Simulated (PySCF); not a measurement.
# SiHCl2OF (SMILES O[Si](F)(Cl)Cl): MP2/ccECP-aug-cc-pVDZ (core potential)

Aim: the vertical singlet–triplet gap of SiHCl2OF at MP2/ccECP-aug-cc-pVDZ (core potential), from 2 runs. The job is set up through a Python script.

The results are computed with PySCF 2.14.0.

## (1) The system as given

SiHCl2OF has 6 atoms, charge 0, and is taken as a singlet. SMILES: `O[Si](F)(Cl)Cl`. Geometry: relaxed at PBE0-D4/def2-TZVP. This is one conformer, not always the lowest.

Bond lengths: O1–Si2 1.612 Å, Si2–F3 1.579 Å, Si2–Cl4 2.026 Å, Si2–Cl5 2.011 Å, O1–H6 0.959 Å. Angles: O1–Si2–F3 111.1°, O1–Si2–Cl4 111.7°, O1–Si2–Cl5 107.8°, F3–Si2–Cl4 106.6°, F3–Si2–Cl5 108.3°, Cl4–Si2–Cl5 111.3°, Si2–O1–H6 118.9°.

## (2) The energy at MP2/ccECP-aug-cc-pVDZ (core potential)

calc.py reads:

```python
from pyscf import gto, mp

mol = gto.M(
    atom='''
O     -0.959414     0.857369     2.121218
Si     0.414795     0.025322    -0.467518
F      2.991814    -1.373264     0.083904
Cl    -1.741005    -2.405432    -2.493683
Cl     1.167851     3.182110    -2.446250
H     -1.794484    -0.407236     3.115214
''',
    spin=0,
    max_memory=1860,
    ecp={'O': 'ccecp', 'Si': 'ccecp', 'F': 'ccecp', 'Cl': 'ccecp', 'H': 'ccecp'},
    unit='bohr',
    charge=0,
    basis='ccecp-aug-cc-pvdz',
    verbose=4,
)

mf = mol.RHF()
mf.conv_tol = 1e-10
mf.kernel()
if not mf.converged:
    mf = mf.newton().run(mf.mo_coeff, mf.mo_occ)

pt = mp.MP2(mf).run()
etot = pt.e_tot
print('E(%s) = %.9f' % ('MP2', etot))
```

Run with:

```sh
OMP_NUM_THREADS=1 python calc.py
```

Log:

```text
PySCF version 2.14.0

[INPUT] num. atoms = 6
[INPUT] num. electrons = 32
[INPUT] charge = 0
[INPUT] spin (= nelec alpha-beta = 2S) = 0
[INPUT] symmetry False subgroup None
[INPUT] Mole.unit = bohr
[INPUT] Symbol           X                Y                Z      unit          X                Y                Z       unit  Magmom
[INPUT]  1 O     -0.507700024638   0.453700136149   1.122500224993 AA   -0.959414000000   0.857369000000   2.121218000000 Bohr   0.0
[INPUT]  2 Si     0.219500061204   0.013399825335  -0.247399871295 AA    0.414795000000   0.025322000000  -0.467518000000 Bohr   0.0
[INPUT]  3 F      1.583199788111  -0.726700013377   0.044400084705 AA    2.991814000000  -1.373264000000   0.083904000000 Bohr   0.0
[INPUT]  4 Cl    -0.921300170098  -1.272899796818  -1.319600214859 AA   -1.741005000000  -2.405432000000  -2.493683000000 Bohr   0.0
[INPUT]  5 Cl     0.618000134950   1.683900094641  -1.294499752213 AA    1.167851000000   3.182110000000  -2.446250000000 Bohr   0.0
[INPUT]  6 H     -0.949600038161  -0.215500010666   1.648500255939 AA   -1.794484000000  -0.407236000000   3.115214000000 Bohr   0.0

nuclear repulsion = 88.5143087817499
number of shells = 45
number of NR pGTOs = 302
number of NR cGTOs = 119
basis = ccecp-aug-cc-pvdz
ecp = {'O': 'ccecp', 'Si': 'ccecp', 'F': 'ccecp', 'Cl': 'ccecp', 'H': 'ccecp'}

******** <class 'pyscf.scf.hf.RHF'> ********
method = RHF
initial guess = minao
damping factor = 0
level_shift factor = 0
DIIS = <class 'pyscf.scf.diis.CDIIS'>
diis_start_cycle = 1
diis_space = 8
diis_damp = 0
SCF conv_tol = 1e-10
SCF conv_tol_grad = None
SCF max_cycles = 50
direct_scf = True
direct_scf_tol = 1e-13
Set gradient conv threshold to 1e-05
Initial guess from minao.
init E= -73.6972692412227
  HOMO = -0.441153770592265  LUMO = 0.0178923875032679  gap/eV = 12.49128
cycle= 1 E= -73.7070211420088  delta_E= -0.00975  |g|= 0.657  |ddm|= 3.77
  HOMO = -0.486148570297867  LUMO = 0.0413440888430632  gap/eV = 14.35381
cycle= 2 E= -73.7759202386401  delta_E= -0.0689  |g|= 0.355  |ddm|= 1.36
  HOMO = -0.476900823892107  LUMO = 0.0471104441607355  gap/eV = 14.25907
cycle= 3 E= -73.8004655525437  delta_E= -0.0245  |g|= 0.0398  |ddm|= 0.438
  HOMO = -0.477669057697435  LUMO = 0.0503608260067896  gap/eV = 14.36842
cycle= 4 E= -73.8009686393023  delta_E= -0.000503  |g|= 0.00974  |ddm|= 0.0931
  HOMO = -0.477409391420514  LUMO = 0.0498143667151345  gap/eV = 14.34649
cycle= 5 E= -73.8010051227603  delta_E= -3.65e-05  |g|= 0.00281  |ddm|= 0.0211
  HOMO = -0.477467069309188  LUMO = 0.0498398610537045  gap/eV = 14.34875
cycle= 6 E= -73.8010089557108  delta_E= -3.83e-06  |g|= 0.000858  |ddm|= 0.00558
  HOMO = -0.477527483663451  LUMO = 0.049846089665853  gap/eV = 14.35057
cycle= 7 E= -73.8010094187889  delta_E= -4.63e-07  |g|= 0.000263  |ddm|= 0.00219
  HOMO = -0.477520912130444  LUMO = 0.0498486012825519  gap/eV = 14.35046
cycle= 8 E= -73.801009448256  delta_E= -2.95e-08  |g|= 8.55e-05  |ddm|= 0.000485
  HOMO = -0.477520567400648  LUMO = 0.049849632262011  gap/eV = 14.35047
cycle= 9 E= -73.8010094520643  delta_E= -3.81e-09  |g|= 1.55e-05  |ddm|= 0.00021
  HOMO = -0.477522555477754  LUMO = 0.0498504684491192  gap/eV = 14.35055
cycle= 10 E= -73.8010094522057  delta_E= -1.41e-10  |g|= 4.27e-06  |ddm|= 4.63e-05
  HOMO = -0.477522281322674  LUMO = 0.0498503895229294  gap/eV = 14.35054
cycle= 11 E= -73.8010094522165  delta_E= -1.07e-11  |g|= 1.21e-06  |ddm|= 1.13e-05
  HOMO = -0.477522395792318  LUMO = 0.0498503968676656  gap/eV = 14.35054
Extra cycle  E= -73.8010094522168  delta_E= -2.84e-13  |g|= 5.22e-07  |ddm|= 2.77e-06
converged SCF energy = -73.8010094522168

******** <class 'pyscf.mp.mp2.RMP2'> ********
nocc = 16, nmo = 119
E(RMP2) = -74.5897710620265  E_corr = -0.788761609809765
E(SCS-RMP2) = -74.5632024264235  E_corr = -0.762192974206746
E_corr(same-spin) = -0.212678027959582
E_corr(oppo-spin) = -0.576083581850183
E(MP2) = -74.589771062
```

Wall time 12 s (1 thread of Arm Neoverse V1, shared host); peak memory 0.42 GiB.

## (3) The triplet, same level

calc.py reads:

```python
from pyscf import gto, mp

mol = gto.M(
    atom='''
O     -0.507700     0.453700     1.122500
Si     0.219500     0.013400    -0.247400
F      1.583200    -0.726700     0.044400
Cl    -0.921300    -1.272900    -1.319600
Cl     0.618000     1.683900    -1.294500
H     -0.949600    -0.215500     1.648500
''',
    ecp='ccecp',
    verbose=3,
    charge=0,
    max_memory=1860,
    spin=2,
    basis='ccecp-aug-cc-pvdz',
)

myscf = mol.UHF()
myscf.conv_tol = 1e-10
myscf.kernel()
if not myscf.converged:
    myscf = myscf.newton().run(myscf.mo_coeff, myscf.mo_occ)

pt = mp.MP2(myscf).run()
energy = pt.e_tot
print(f'total energy: {energy:.8f} hartree')
```

Run with:

```sh
OMP_NUM_THREADS=1 python calc.py
```

Log:

```text
WARN: HOMO 0.0178924079372127 >= LUMO -0.441153782373902

WARN: HOMO -0.110654291902885 >= LUMO -0.310171004993923

WARN: HOMO -0.107512217869757 >= LUMO -0.250635638573384

WARN: HOMO -0.105289363071087 >= LUMO -0.229181694596532

WARN: HOMO -0.107249851934135 >= LUMO -0.226720165448907

WARN: HOMO -0.107659020495475 >= LUMO -0.223719430216355

WARN: HOMO -0.107768013702293 >= LUMO -0.22304913393832

WARN: HOMO -0.106286119236986 >= LUMO -0.221071303387248

WARN: HOMO -0.105550779828983 >= LUMO -0.223035767146913

WARN: HOMO -0.105454274857044 >= LUMO -0.222330388074576

WARN: HOMO -0.106135015012378 >= LUMO -0.22107780894562

WARN: HOMO -0.106287248255641 >= LUMO -0.220174017046176

WARN: HOMO -0.105888102757508 >= LUMO -0.224404668516654

WARN: HOMO -0.10584505521197 >= LUMO -0.23095770801099

WARN: HOMO -0.105804529506281 >= LUMO -0.235803698090053

WARN: HOMO -0.108838963496293 >= LUMO -0.226049540923692

WARN: HOMO -0.107418018708721 >= LUMO -0.245336928405762

WARN: HOMO -0.105065125496938 >= LUMO -0.235911927370733

WARN: HOMO -0.111738714497385 >= LUMO -0.249856378368565

WARN: HOMO -0.113862780183904 >= LUMO -0.251327614236987

WARN: HOMO -0.112577162871879 >= LUMO -0.25252837267653

WARN: HOMO -0.112418807653318 >= LUMO -0.252113204068803

WARN: HOMO -0.112141978201857 >= LUMO -0.250896400673333

WARN: HOMO -0.106810726300796 >= LUMO -0.239543072739476

WARN: HOMO -0.107561434453 >= LUMO -0.229010970360777

WARN: HOMO -0.107030654634301 >= LUMO -0.230736009635516

WARN: HOMO -0.109941790890369 >= LUMO -0.245726523426111

WARN: HOMO -0.10919812712433 >= LUMO -0.243909423349

WARN: HOMO -0.109412361635925 >= LUMO -0.244554887578464

WARN: HOMO -0.110060737982312 >= LUMO -0.246557785196911

WARN: HOMO -0.109994098065658 >= LUMO -0.246654255889116

WARN: HOMO -0.10970582871034 >= LUMO -0.246158230679244

WARN: HOMO -0.110308616640498 >= LUMO -0.24591323374751

WARN: HOMO -0.109356877716869 >= LUMO -0.226301413437187

WARN: HOMO -0.108196475921321 >= LUMO -0.23163845901891

WARN: HOMO -0.110351865632697 >= LUMO -0.242798879504698

WARN: HOMO -0.109717980923003 >= LUMO -0.239750530795534

WARN: HOMO -0.110248349224081 >= LUMO -0.240109911132857

WARN: HOMO -0.111173393769802 >= LUMO -0.231303625252351

WARN: HOMO -0.110783008060172 >= LUMO -0.232342699703082

WARN: HOMO -0.1114958989229 >= LUMO -0.232424137610051

WARN: HOMO -0.110086668451286 >= LUMO -0.231122194822647

WARN: HOMO -0.113275375164965 >= LUMO -0.21956539384334

WARN: HOMO -0.112888741521872 >= LUMO -0.231761845590616

WARN: HOMO -0.111894771399351 >= LUMO -0.229459505574159

WARN: HOMO -0.117103356061504 >= LUMO -0.216108511053507

WARN: HOMO -0.106372437513523 >= LUMO -0.231447350616163

WARN: HOMO -0.108375458778165 >= LUMO -0.240785705078148

WARN: HOMO -0.112196129743378 >= LUMO -0.236397541381792

WARN: HOMO -0.112066253213982 >= LUMO -0.236146256931559

SCF not converged.
SCF energy = -73.4563976410786 after 50 cycles  <S^2> = 2.043367  2S+1 = 3.0287733

WARN: HOMO -0.102896669476177 >= LUMO -0.230782407152751

converged SCF energy = -73.4796988887947  <S^2> = 2.0147599  2S+1 = 3.0098239
E(UMP2) = -74.2583249199012  E_corr = -0.77862603110642
E(SCS-UMP2) = -74.230027273667  E_corr = -0.750328384872266
total energy: -74.25832492 hartree
```

Run time: 54 s. Hardware: 1 thread of Arm Neoverse V1, shared host; peak memory 0.46 GiB.

## (4) Outcome

Level: MP2/ccECP-aug-cc-pVDZ (core potential).

| quantity | value |
| --- | --- |
| singlet: total energy | -74.58977 Eh |
| singlet: dipole moment (Hartree–Fock density) | 1.82 D |
| singlet: HOMO energy (Hartree–Fock orbitals) | -12.99 eV |
| singlet: LUMO energy (Hartree–Fock orbitals) | 1.36 eV |
| singlet: HOMO–LUMO gap (Hartree–Fock orbitals) | 14.35 eV |
| singlet: correlation energy | -788.8 mEh |
| triplet: total energy | -74.25832 Eh |
| triplet: dipole moment (Hartree–Fock density) | 4.73 D |
| triplet: HOMO energy (Hartree–Fock orbitals) (highest over α and β) | -3.98 eV |
| triplet: LUMO energy (Hartree–Fock orbitals) (lowest over α and β) | -3.41 eV |
| triplet: correlation energy | -778.6 mEh |
| triplet: ⟨S²⟩ of the reference determinant | 2.015 |
| vertical energy of the triplet above the singlet | 9.019 eV |

At this shape the triplet lies 9.02 eV (870 kJ/mol) above the singlet.
